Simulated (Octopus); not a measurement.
# BrCl (bromine chloride), step by step

Aim: a series of 10 runs (PBE, PZ81 LDA) of BrCl (bromine chloride). The setting varied is the box margin, grid spacing. 

The calculation is run with Octopus 16.4.

9 further runs of the same task are left out: 2 that didn't finish, 7 set aside as unsound or not needed.

## (1) The structure to begin with

BrCl: 2 atoms, total charge 0, spin state singlet. As SMILES, `ClBr`. Geometry: the measured bond length.

Bond lengths: Cl1–Br2 2.136 Å.

## (2) Energy and gradient at PBE (scalar, in the pseudopotentials, pseudodojo_pbesol potentials, box margin 3.5 angstrom, extra states 0, grid spacing 0.21 angstrom, mix field default) (run 1)

geometry.xyz reads:

```xyz
2

Cl     0.000000     0.000000    -1.068032
Br     0.000000     0.000000     1.068032
```

Launch:

```sh
OMP_NUM_THREADS=1 octopus > gs.log
```

Standard output:

```text
Version                : 16.4
[... 59 lines left out ...]
** Warning:
[... 81 lines left out ...]
Converged eigenvectors: 0
#  State  Eigenvalue [eV]  Occupation    Error
[... 11 lines left out ...]
Converged eigenvectors: 0
#  State  Eigenvalue [eV]  Occupation    Error
[... 48 lines left out ...]
Converged eigenvectors: 0
#  State  Eigenvalue [eV]  Occupation    Error
[... 11 lines left out ...]
Converged eigenvectors: 0
#  State  Eigenvalue [eV]  Occupation    Error
[... 8 lines left out ...]
Info: SCF converged in   16 iterations
[... 1 line left out ...]
**   Some of the states are not fully converged!
[... 1 line left out ...]
Octopus emitted 3 warnings.
```

Wall time 2.8 s (1 thread of Intel Xeon Platinum 8559C (Emerald Rapids), shared host); peak memory 0.068 GiB.

## (3) Energy and gradient at PBE (scalar, in the pseudopotentials, pseudodojo_pbesol potentials, box margin 4 angstrom, extra states 0, grid spacing 0.21 angstrom, mix field default) (run 2)

geometry.xyz is that of step 2.

Launch:

```sh
OMP_NUM_THREADS=1 octopus > gs.log
```

Standard output:

```text
Version                : 16.4
[... 59 lines left out ...]
** Warning:
[... 81 lines left out ...]
Converged eigenvectors: 0
#  State  Eigenvalue [eV]  Occupation    Error
[... 11 lines left out ...]
Converged eigenvectors: 0
#  State  Eigenvalue [eV]  Occupation    Error
[... 51 lines left out ...]
Converged eigenvectors: 0
#  State  Eigenvalue [eV]  Occupation    Error
[... 11 lines left out ...]
Converged eigenvectors: 0
#  State  Eigenvalue [eV]  Occupation    Error
[... 8 lines left out ...]
Info: SCF converged in   17 iterations
[... 1 line left out ...]
**   Some of the states are not fully converged!
[... 1 line left out ...]
Octopus emitted 3 warnings.
```

It took 3.6 s on 1 thread of Intel Xeon Platinum 8559C (Emerald Rapids), shared host; peak memory 0.068 GiB.

Runs 3 to 9 aren't shown in full; the table further down has their settings and results.

## (4) Energy and gradient at PZ81 LDA (scalar, in the pseudopotentials, hgh_lda potentials, box margin 4.50002 angstrom, extra states 0, grid spacing 0.117001 angstrom, mix field default) (run 10)

geometry.xyz is that of step 3.

Launch:

```sh
OMP_NUM_THREADS=1 octopus > gs.log
```

Standard output:

```text
Version                : 16.4
[... 138 lines left out ...]
Converged eigenvectors: 0
#  State  Eigenvalue [eV]  Occupation    Error
[... 11 lines left out ...]
Converged eigenvectors: 0
#  State  Eigenvalue [eV]  Occupation    Error
[... 48 lines left out ...]
Converged eigenvectors: 0
#  State  Eigenvalue [eV]  Occupation    Error
[... 11 lines left out ...]
Converged eigenvectors: 0
#  State  Eigenvalue [eV]  Occupation    Error
[... 8 lines left out ...]
Info: SCF converged in   16 iterations
[... 1 line left out ...]
**   Some of the states are not fully converged!
[... 1 line left out ...]
Octopus emitted 2 warnings.
```

Wall time 36 s (1 thread of Intel Xeon Platinum 8559C (Emerald Rapids), shared host); peak memory 0.23 GiB.

## (5) The series

```csv
run,level,box margin,grid spacing,energy (Eh),dipole moment (D),HOMO energy (eV),largest force (eV/Å),wall time
1,"PBE (scalar, in the pseudopotentials, pseudodojo_pbesol potentials, box margin 3.5 angstrom, extra states 0, grid spacing 0.21 angstrom, mix field default)",3.5,0.21,-32.172274,0.53,-6.90,0.294,2.8 s
2,"PBE (scalar, in the pseudopotentials, pseudodojo_pbesol potentials, box margin 4 angstrom, extra states 0, grid spacing 0.21 angstrom, mix field default)",4,0.21,-32.175076,0.50,-6.99,0.345,3.6 s
3,"PBE (scalar, in the pseudopotentials, pseudodojo_pbesol potentials, box margin 5 angstrom, extra states 0, grid spacing 0.21 angstrom, mix field default)",5,0.21,-32.175858,0.49,-7.02,0.359,6.3 s
4,"PBE (scalar, in the pseudopotentials, pseudodojo_pbesol potentials, box margin 6 angstrom, extra states 0, grid spacing 0.21 angstrom, mix field default)",6,0.21,-32.175898,0.49,-7.02,0.360,11 s
5,"PBE (scalar, in the pseudopotentials, pseudodojo_pbesol potentials, box margin 7 angstrom, extra states 0, grid spacing 0.21 angstrom, mix field default)",7,0.21,-32.175900,0.49,-7.02,0.360,16 s
6,"PZ81 LDA (scalar, in the pseudopotentials, hgh_lda potentials, box margin 4.5 angstrom, extra states 0, grid spacing 0.195 angstrom, mix field default)",4.5,0.195,-28.444080,0.50,-7.15,0.159,5.7 s
7,"PZ81 LDA (scalar, in the pseudopotentials, hgh_lda potentials, box margin 4.5 angstrom, extra states 0, grid spacing 0.172 angstrom, mix field default)",4.5,0.172,-28.442423,0.49,-7.15,0.172,9 s
8,"PZ81 LDA (scalar, in the pseudopotentials, hgh_lda potentials, box margin 4.5 angstrom, extra states 0, grid spacing 0.15 angstrom, mix field default)",4.5,0.15,-28.441439,0.49,-7.15,0.177,17 s
9,"PZ81 LDA (scalar, in the pseudopotentials, hgh_lda potentials, box margin 4.5 angstrom, extra states 0, grid spacing 0.132 angstrom, mix field default)",4.5,0.132,-28.441041,0.49,-7.15,0.180,25 s
10,"PZ81 LDA (scalar, in the pseudopotentials, hgh_lda potentials, box margin 4.50002 angstrom, extra states 0, grid spacing 0.117001 angstrom, mix field default)",4.50002,0.117001,-28.440880,0.49,-7.15,0.181,36 s
```

Convergence of the total energy of singlet BrCl with the box margin, against the last point:

```csv
box margin,from the last (mEh),wall time
3.5 Å,+3.626,2.8 s
4 Å,+0.824,3.6 s
5 Å,+0.042,6.3 s
6 Å,+0.002,11 s
7 Å,+0.000,16 s
```

Convergence of the dipole moment of singlet BrCl with the box margin, against the last point:

```csv
box margin,from the last (D),wall time
3.5 Å,+0.0460,2.8 s
4 Å,+0.0170,3.6 s
5 Å,+0.0019,6.3 s
6 Å,+0.0002,11 s
7 Å,+0.0000,16 s
```

## (6) Results

| quantity | value |
| --- | --- |
| run 10, PZ81 LDA: total energy | -28.44088 Eh |
| run 10, PZ81 LDA: dipole moment | 0.49 D |
| run 10, PZ81 LDA: HOMO energy | -7.15 eV |
| run 10, PZ81 LDA: largest force on an atom | 0.181 eV/Å |

What this shows: For the total energy of singlet BrCl to stay within 2 mEh of the last point, 4 Å is the first point of the series from which all later ones do (3.6 s against 16 s). For the total energy of singlet BrCl to stay within 0.5 mEh of the last point, 5 Å is the first point of the series from which all later ones do (6.3 s against 16 s). For the dipole moment of singlet BrCl to stay within 0.02 D of the last point, 4 Å is the first point of the series from which all later ones do (3.6 s against 16 s). For the dipole moment of singlet BrCl to stay within 0.005 D of the last point, 5 Å is the first point of the series from which all later ones do (6.3 s against 16 s). Totals of different functionals can't be ranked against each other. All runs together took 2.2 min, the longest 36 s.
